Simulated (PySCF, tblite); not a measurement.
# C3H9ClSSi2: geometry, infrared bands and NMR shifts

Aim: predict the infrared bands and NMR shifts of C3H9ClSSi2 (`CS[Si@@H](Cl)/C=C\[SiH3]`).

Programs: tblite 0.8.0 and PySCF 2.14.0, with density-fitted response routines of our own. Each step states its level of theory. These are calculated values for one molecule in the gas phase, unless marked as measured. Atoms count from 0, in the outputs and in this text.

**1. The starting structure**

16 atoms, charge 0, multiplicity 1; geometry from: force field or distance geometry start.

Bonds of the start (Å): C0–S1 1.83, S1–Si2 2.14, Si2–Cl3 2.08, Si2–C4 1.84, C4–C5 1.33, C5–Si6 1.85, C0–H7 1.13, C0–H8 1.11, C0–H9 1.10, Si2–H10 1.46, C4–H11 1.09, C5–H12 1.09, Si6–H13 1.46, Si6–H14 1.45, Si6–H15 1.49.

**2. Geometry optimisation with GFN2-xTB**

The job: settings as JSON, then the geometry in Å.

```
{"job": {"kind": "relax", "xc": "GFN2-xTB", "basis": "xTB"}, "charge": 0, "multiplicity": 1}
C      3.638700    -0.247300     0.641200
S      2.253700    -0.595300    -0.503100
Si     0.345400    -0.190300     0.386000
Cl     0.484300     1.503400     1.586500
C     -0.808500     0.025300    -1.036200
C     -2.126800     0.169800    -0.903400
Si    -2.906900     0.167600     0.778300
H      3.744900     0.868800     0.781200
H      3.478200    -0.712100     1.639500
H      4.563000    -0.594500     0.166500
H     -0.010900    -1.338900     1.217600
H     -0.431200     0.038300    -2.057700
H     -2.780000     0.297700    -1.772700
H     -3.753300    -1.008000     0.961900
H     -1.913600     0.251300     1.831500
H     -3.784800     1.373200     0.806500
```

Launch:

```
$ OMP_NUM_THREADS=1 python probes_run.py task.json out
```

The driver reads the jobs from task.json and runs them one after another.

**Question.** This job is followed by: GFN2-xTB harmonic vibrations, gas phase; GIAO PBE0/pcSseg-1 NMR shielding, non-relativistic, gas phase. Predict these results of the whole session: strongest single infrared mode (GFN2-xTB); zero-point energy (GFN2-xTB); 13C shifts against TMS (PBE0/pcSseg-1); 1H shifts against TMS (PBE0/pcSseg-1, means over atoms taken as alike); 33S shifts against CS2 (PBE0/pcSseg-1); 29Si shifts against TMS (PBE0/pcSseg-1); 35Cl shifts against HCl (PBE0/pcSseg-1).

**Answer**, as computed:

| quantity | value |
| --- | --- |
| strongest single infrared mode (GFN2-xTB) | 2249 cm⁻¹, 308 km/mol |
| zero-point energy (GFN2-xTB) | 65.3 kcal/mol |
| 13C shifts against TMS (PBE0/pcSseg-1) | 158.2, 155.0, 13.0 ppm |
| 1H shifts against TMS (PBE0/pcSseg-1, means over atoms taken as alike) | 7.41, 7.06, 6.04, 4.25, 2.17 ppm |
| 33S shifts against CS2 (PBE0/pcSseg-1) | -137 ppm |
| 29Si shifts against TMS (PBE0/pcSseg-1) | 1.2, -79.1 ppm |
| 35Cl shifts against HCl (PBE0/pcSseg-1) | 30 ppm |

Relaxing lowered the energy by 0.349 eV in 95 steps; the close pair that moved most is Si2–Cl3, from 2.081 to 2.028 Å. All 42 modes are real, so the xTB geometry is a minimum. The strongest single mode, at 2249 cm⁻¹, moves mainly H13. Unscaled tight-binding wavenumbers are off by several per cent, some by more. Its intensities can rank the bands wrongly. At PBE0/pcSseg-1: The largest span, 269 ppm, is at C5, where the paramagnetic term is -229 ppm.
